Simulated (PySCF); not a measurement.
**ZnBr⁺: basis, grid and Hamiltonian**

The method stays; parts of the set-up, such as the basis or the Hamiltonian, are changed.

Program: PySCF 2.14.0. Level of theory: method and basis as typed in the scripts. These are calculated values, not measurements.

4 further runs of the same task are left out: 4 that didn't finish.

### 1 The starting structure

ZnBr⁺: 2 atoms, charge 1, spin multiplicity 1.

Bond lengths: Zn1–Br2 2.237 Å.

### 2 The run that the others are compared with

Input file input.py:

```python
from pyscf import gto, scf

mol = gto.M(
    atom='Zn 0 0 0; Br 0 0 2.237',
    basis='lanl2dz',
    ecp={'Zn': 'lanl2dz', 'Br': 'lanl2dz'},
    charge=1,
    spin=0,
    verbose=3,
)
mf = scf.RHF(mol)
mf.kernel()
mf.dip_moment()
print('orbital energies (hartree):', mf.mo_energy[..., max(0, mol.nelec[1]-3):mol.nelec[0]+3].round(4))
```

The run is started by

```
$ OMP_NUM_THREADS=1 python input.py
```

Its log is not repeated here.

Base result: E(SCF) = -76.178189 Eh.

The bond length is a typed value, not an optimised one. The dipole of an ion depends on the origin.

### 3 Density fitting def2-universal-jkfit

Run 1 changes density fitting: none → def2-universal-jkfit.

Input file input.py:

```python
from pyscf import gto, scf

mol = gto.M(
    atom='Zn 0 0 0; Br 0 0 2.237',
    basis='lanl2dz',
    ecp={'Zn': 'lanl2dz', 'Br': 'lanl2dz'},
    charge=1,
    spin=0,
    verbose=3,
)
mf = scf.RHF(mol)
mf = mf.density_fit(auxbasis='def2-universal-jkfit')
mf.kernel()
mf.dip_moment()
print('orbital energies (hartree):', mf.mo_energy[..., max(0, mol.nelec[1]-3):mol.nelec[0]+3].round(4))
```

The run is started by

```
$ OMP_NUM_THREADS=1 python input.py
```

### 4 6-31g (core potential off)

Run 2 changes basis set: lanl2dz → 6-31g; core potential: on → off. The core potential changes with it: totals don't compare.

input.py, as its differences from that of step 2:

```diff
@@ -4,4 +4,3 @@
     atom='Zn 0 0 0; Br 0 0 2.237',
-    basis='lanl2dz',
-    ecp={'Zn': 'lanl2dz', 'Br': 'lanl2dz'},
+    basis='6-31g',
     charge=1,
```

### 5 Sto-3g (core potential off)

Run 3 changes basis set: lanl2dz → sto-3g; core potential: on → off. The core potential changes with it: totals don't compare.

input.py, as its differences from that of step 2:

```diff
@@ -4,4 +4,3 @@
     atom='Zn 0 0 0; Br 0 0 2.237',
-    basis='lanl2dz',
-    ecp={'Zn': 'lanl2dz', 'Br': 'lanl2dz'},
+    basis='sto-3g',
     charge=1,
```

### 6 Cartesian functions on

Run 4 changes Cartesian functions: off → on.

input.py, as its differences from that of step 2:

```diff
@@ -8,2 +8,3 @@
     spin=0,
+    cart=True,
     verbose=3,
```

Q: Predict the outcome of this session. Wanted: for each run, E(SCF); from base; gap.

As calculated:

```csv
run,E(SCF) (hartree),from base (eV),gap (eV),functions
base,-76.178189,0,n/a,26
density fitting def2-universal-jkfit,-76.178163,+0.0007,n/a,26
6-31g (core potential off),-4349.275662,not comparable,8.82,54
sto-3g (core potential off),-4301.827559,not comparable,12.35,36
Cartesian functions on,-76.181798,-0.0982,n/a,n/a
```

**Reading.** The largest comparable shift of the SCF energy, -0.098 eV, comes with the run “Cartesian functions on”.
